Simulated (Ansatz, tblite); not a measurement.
# [CuCl4]-: removing an electron

What does removing an electron cost or gain for [CuCl4]-? Each charged state is run at several levels.

Program: Ansatz 0.2.0, Gaussian basis. Level of theory: as each input shows. These are calculated values, not measurements.

Levels to be run: charge 0 doublet, at the geometry of the singlet (PBE0-D4/def2-TZVPD, PBE-D4/def2-TZVPD, r2SCAN-D4/def2-TZVPD, CCSD(T)/def2-SVPD); the starting singlet's energies come from earlier runs.

**1. The structure**

The geometry is that of the singlet, from an earlier relaxation (r2SCAN-D4/def2-SVPD).

5 atoms, charge -1, spin multiplicity 1.

Atoms are counted from 1 here; the program's logs count them from 0.

Bond lengths: Cu1–Cl2 2.212 Å, Cu1–Cl3 2.212 Å, Cu1–Cl4 2.212 Å, Cu1–Cl5 2.212 Å. Angles: Cl2–Cu1–Cl3 90.0°, Cl2–Cu1–Cl4 179.8°, Cl2–Cu1–Cl5 90.0°, Cl3–Cu1–Cl4 90.0°, Cl3–Cu1–Cl5 179.8°, Cl4–Cu1–Cl5 90.0°.

Geometry (Å):

```xyz
5
Cl4Cu
Cu    0.0001   -0.0001    0.0000
Cl    2.2120   -0.0248    0.0068
Cl    0.0247    2.2117    0.0054
Cl   -2.2116    0.0251    0.0009
Cl   -0.0252   -2.2119   -0.0131
```

Formally the metal is d8. No spin-orbit coupling is included. The ion is computed in the gas phase, without counter-ions or solvent.

**2. Charge 0 doublet at the fixed geometry, first pass, PBE0-D4/def2-SVP**

Contents of in.yaml:

```yaml
crystal:
  periodic: [false, false, false]
  atoms:
    - {symbol: Cu, position_ang: [0.000138, -0.000083, 0.000001]}
    - {symbol: Cl, position_ang: [2.211983, -0.024831, 0.006788]}
    - {symbol: Cl, position_ang: [0.024737, 2.211716, 0.005413]}
    - {symbol: Cl, position_ang: [-2.211644, 0.025066, 0.000907]}
    - {symbol: Cl, position_ang: [-0.025204, -2.211877, -0.013109]}
basis:
  gaussian: {orbitals: def2-SVP}
magnetization: {spin_polarized: true, initial_magnetization: 1}
hamiltonian: {xc: pbe0, dispersion: d4}
output: {orbitals: {seedname: orbitals}}
```

The run is started by

```console
$ ansatz run in.yaml --threads 4 --pin off --events-out ev --progress --plain --max-ram 3916MiB
```

Log:

```text
Functional definition: PBE0
  name "PBE0"
  cite "Adamo & Barone, J. Chem. Phys. 110, 6158 (1999) doi:10.1063/1.478522"
  cite "Perdew, Burke & Ernzerhof, Phys. Rev. Lett. 77, 3865 (1996) doi:10.1103/PhysRevLett.77.3865"
  parent pbe
  parameter a = 0.25
  parameter kappa = 0.804
  parameter beta = 0.06672455060314922
  exchange = (1 - a)*pbe_x(kappa = kappa, mu = beta*pi^2/3) + a*exact_x
  correlation = pbe_c(beta = beta)
997 factors; integrals over basis functions are off by at most 8.9e-4 eV
mean field evaluation 1: about -94685.7301 eV, gradient 9.8e0 eV
mean field evaluation 2: about -94682.9883 eV, gradient 3.4e1 eV
mean field evaluation 4: about -94686.1122 eV, gradient 2.3e0 eV
mean field evaluation 8: about -94686.2928 eV, gradient 4.4e-1 eV
mean field evaluation 16: about -94686.2945 eV, gradient 6.5e-3 eV
mean field evaluation 32: about -94686.1637 eV, gradient 7.8e-1 eV
mean field -94686.29449664 eV, -3479.6571420759 hartree, gradient 7.8e-6 eV, S^2 0.752766; 6 other end points of the search recorded, 0 dependent functions left out
reference -94686.29454625 eV, -3479.6571438992 hartree; 49, 48 occupied and 54, 55 virtual orbitals, 997 factors
Total energy: -94686.49733790 eV, -3479.6645963550 hartree
```

It took 6 s on 4 threads of Intel Xeon Platinum 8488C, shared host.

Report: HOMO -8.73 eV, LUMO -7.05 eV (over both spins); ⟨S²⟩ 0.753 (pure: 0.75).

**3. Charge 0 doublet at the fixed geometry, PBE0-D4/def2-TZVPD**

start.molden holds the orbitals of an earlier run on this state, given as this run's starting guess.

in.yaml: that of step 2 with these lines changed.

```diff
@@ -9,5 +9,6 @@
 basis:
-  gaussian: {orbitals: def2-SVP}
+  gaussian: {orbitals: def2-TZVPD, initial_orbitals: start.molden}
 magnetization: {spin_polarized: true, initial_magnetization: 1}
 hamiltonian: {xc: pbe0, dispersion: d4}
+scf: {omitted_lower_state_checks: [starts]}
 output: {orbitals: {seedname: orbitals}}
```

The command is unchanged.

Log:

```text
Functional definition: PBE0
  name "PBE0"
  cite "Adamo & Barone, J. Chem. Phys. 110, 6158 (1999) doi:10.1063/1.478522"
  cite "Perdew, Burke & Ernzerhof, Phys. Rev. Lett. 77, 3865 (1996) doi:10.1103/PhysRevLett.77.3865"
  parent pbe
  parameter a = 0.25
  parameter kappa = 0.804
  parameter beta = 0.06672455060314922
  exchange = (1 - a)*pbe_x(kappa = kappa, mu = beta*pi^2/3) + a*exact_x
  correlation = pbe_c(beta = beta)
these checks for a lower state are left out or cut short: starts
1780 factors; their error is unknown
mean field evaluation 1: about -94705.4179 eV, gradient 1.5e2 eV
mean field evaluation 2: about -94709.4740 eV, gradient 6.1e0 eV
mean field evaluation 4: about -94709.8404 eV, gradient 2.1e-3 eV
mean field evaluation 8: about -94710.0655 eV, gradient 3.8e-5 eV
mean field -94710.06547657 eV, -3480.5307094760 hartree, gradient 4.4e-6 eV, S^2 0.755254; 0 other end points of the search recorded, 0 dependent functions left out
reference -94710.06554314 eV, -3480.5307119222 hartree; 49, 48 occupied and 183, 184 virtual orbitals, 1780 factors
Total energy: -94710.26833479 eV, -3480.5381643779 hartree
Checks for a lower state left out: starts
```

Wall time 43 s (4 threads of Intel Xeon Platinum 8488C, shared host); peak memory 1.2 GiB.

HOMO -8.98 eV, LUMO -7.26 eV (over both spins); ⟨S²⟩ 0.755 (pure: 0.75).

**4. Charge 0 doublet at the fixed geometry, PBE-D4/def2-TZVPD**

in.yaml: that of step 3 with these lines changed.

```diff
@@ -11,3 +11,3 @@
 magnetization: {spin_polarized: true, initial_magnetization: 1}
-hamiltonian: {xc: pbe0, dispersion: d4}
+hamiltonian: {xc: pbe, dispersion: d4}
 scf: {omitted_lower_state_checks: [starts]}
```

Same command.

Log:

```text
Functional definition: PBE
  name "PBE"
  cite "Perdew, Burke & Ernzerhof, Phys. Rev. Lett. 77, 3865 (1996) doi:10.1103/PhysRevLett.77.3865"
  parent pbe
  parameter kappa = 0.804
  parameter beta = 0.06672455060314922
  exchange = pbe_x(kappa = kappa, mu = beta*pi^2/3)
  correlation = pbe_c(beta = beta)
these checks for a lower state are left out or cut short: starts
1589 factors; their error is unknown
mean field evaluation 1: about -94707.3250 eV, gradient 1.2e1 eV
mean field evaluation 2: about -94707.5098 eV, gradient 3.0e-1 eV
mean field evaluation 4: about -94707.4842 eV, gradient 3.4e-2 eV
mean field -94707.48422078 eV, -3480.4358500753 hartree, gradient 4.6e-5 eV, S^2 0.751371; 0 other end points of the search recorded, 0 dependent functions left out
reference -94707.48430570 eV, -3480.4358531960 hartree; 49, 48 occupied and 183, 184 virtual orbitals, 1589 factors
Total energy: -94707.72003784 eV, -3480.4445161922 hartree
Checks for a lower state left out: starts
```

Wall time 3.5 s (4 threads of Intel Xeon Platinum 8488C, shared host).

Report: HOMO -7.95 eV, LUMO -7.43 eV (over both spins); ⟨S²⟩ 0.751 (pure: 0.75).

**5. Charge 0 doublet at the fixed geometry, r2SCAN-D4/def2-TZVPD**

in.yaml: that of step 4 with these lines changed.

```diff
@@ -11,3 +11,3 @@
 magnetization: {spin_polarized: true, initial_magnetization: 1}
-hamiltonian: {xc: pbe, dispersion: d4}
+hamiltonian: {xc: r2scan, dispersion: d4}
 scf: {omitted_lower_state_checks: [starts]}
```

Launched as before.

Log:

```text
Functional definition: r2SCAN
  name "r2SCAN"
  cite "Furness, Kaplan, Ning, Perdew & Sun, J. Phys. Chem. Lett. 11, 8208 (2020) doi:10.1021/acs.jpclett.0c02405"
  cite "Furness, Kaplan, Ning, Perdew & Sun, J. Phys. Chem. Lett. 11, 9248 (2020) doi:10.1021/acs.jpclett.0c03077"
  parent r2scan
  parameter k0 = 0.174
  parameter k1 = 0.065
  parameter a1 = 4.9479
  exchange = r2scan_x(k0 = k0, k1 = k1, a1 = a1)
  correlation = r2scan_c
these checks for a lower state are left out or cut short: starts
1589 factors; their error is unknown
mean field evaluation 1: about -94730.6792 eV, gradient 9.1e0 eV
mean field evaluation 2: about -94730.7503 eV, gradient 1.5e-1 eV
mean field evaluation 4: about -94730.7215 eV, gradient 9.2e-4 eV
mean field evaluation 8: about -94730.7215 eV, gradient 2.6e-5 eV
mean field -94730.72149878 eV, -3481.2898042909 hartree, gradient 2.6e-5 eV, S^2 0.752857; 0 other end points of the search recorded, 0 dependent functions left out
reference -94730.72154477 eV, -3481.2898059810 hartree; 49, 48 occupied and 183, 184 virtual orbitals, 1589 factors
Total energy: -94730.77443696 eV, -3481.2917497331 hartree
Checks for a lower state left out: starts
```

Wall time 8.5 s (4 threads of Intel Xeon Platinum 8488C, shared host); peak memory 0.59 GiB.

From the report: HOMO -8.33 eV, LUMO -7.62 eV (over both spins); ⟨S²⟩ 0.753 (pure: 0.75).

**6. Charge 0 doublet at the fixed geometry, CCSD(T)/def2-SVPD**

in.yaml: that of step 5 with these lines changed.

```diff
@@ -9,6 +9,6 @@
 basis:
-  gaussian: {orbitals: def2-TZVPD, initial_orbitals: start.molden}
+  gaussian: {orbitals: def2-SVPD, initial_orbitals: start.molden}
 magnetization: {spin_polarized: true, initial_magnetization: 1}
-hamiltonian: {xc: r2scan, dispersion: d4}
-scf: {omitted_lower_state_checks: [starts]}
+correlation: {method: ccsd_t, frozen_orbitals: {Cl: 5, Cu: 9}}
+scf: {omitted_lower_state_checks: [starts, cluster_reference]}
 output: {orbitals: {seedname: orbitals}}
```

The command is unchanged.

Log, shortened:

```text
Functional definition: HF
  name "HF"
  cite "Fock, Z. Phys. 61, 126 (1930) doi:10.1007/BF01340294"
  parent pbe
[...]
1343 factors; integrals over basis functions are off by at most 5.9e-4 eV
[...]
mean field -94591.60692606 eV, -3476.1774380389 hartree, gradient 1.8e-6 eV, S^2 1.770867; 0 other end points of the search recorded, 0 dependent functions left out
29 core orbitals not correlated: weight in the atoms' cores, before any rotation towards them, 1.000 or more for the frozen orbitals, at most 0.000 for the correlated occupied ones
reference -94591.60692606 eV, -3476.1774380389 hartree; 20, 19 occupied and 93, 94 virtual orbitals, 1343 factors
second order -21.55070362 eV of doubles, -0.00000000 eV of singles
cycle   1  -22.10862661 eV  change   -5.6e-1 eV  update   1.5e-1
[...]
cycle  18  -23.20384245 eV  change   -1.1e-5 eV  update   2.3e-5
perturbative correction -0.81677921 eV, -0.0300160824 hartree
WARN: the results are in doubt because among natural orbitals the method converges to other amplitudes
Total energy: -94615.62754772 eV, -3477.0601796030 hartree
In doubt: among natural orbitals the method converges to other amplitudes
Checks for a lower state left out: starts, cluster_reference
```

Run time: 52 s. Hardware: 4 threads of Intel Xeon Platinum 8488C, shared host; peak memory 2 GiB.

From the report: Hartree-Fock HOMO -11.51 eV, LUMO -2.83 eV (over both spins); ⟨S²⟩ 1.771 (pure: 0.75); T1 0.041. Doubts: state flagged by the program, spin contamination.

**7. Vertical ionisation energy**

Charged state less starting state, singlet to doublet; the starting state's energies are those of its earlier runs.

| level | vertical ionisation energy (eV) | time |
| --- | --- | --- |
| HF/def2-SVPD† | +2.45 |  |
| PBE-D4/def2-TZVPD | +4.83 | 5.3 s |
| r2SCAN-D4/def2-TZVPD | +5.07 | 13 s |
| PBE0-D4/def2-TZVPD | +5.43 | 47 s |
| MP2/def2-SVPD† | +7.65 |  |
| CCSD/def2-SVPD† | +5.86 |  |
| CCSD(T)/def2-SVPD† | +6.27 | 77 s |

Times add the two runs; a level without a time comes out of a correlated run. † marks a level with a doubtful state (flagged, unstable, out of aufbau order, or strongly spin-contaminated); such levels are left out of the summary. CCSD(T)/def2-SVPD is no safe reference here (restricted state is unstable towards broken spin symmetry, spin contamination, state flagged by the program).

Beside −ε(HOMO) of the starting state:

| level | −ε(HOMO) (eV) | by difference (eV) | mismatch (eV) |
| --- | --- | --- | --- |
| PBE-D4/def2-TZVPD | 2.24 | 4.83 | -2.59 |
| r2SCAN-D4/def2-TZVPD | 2.53 | 5.07 | -2.54 |
| PBE0-D4/def2-TZVPD | 3.60 | 5.43 | -1.83 |

**8. Summary of results**

```
                                             quantity                               value
vertical ionisation energy, functionals in def2-TZVPD  4.83 (PBE-D4) to 5.43 eV (PBE0-D4)
```

**Reading.** The vertical ionisation energy spans 4.83 to 5.43 eV over the functionals. −ε(HOMO) misses the level's own difference by -1.83 eV at best (PBE0-D4) and -2.59 eV at worst (PBE-D4). The charged states' spins were chosen beforehand and needn't be their lowest.
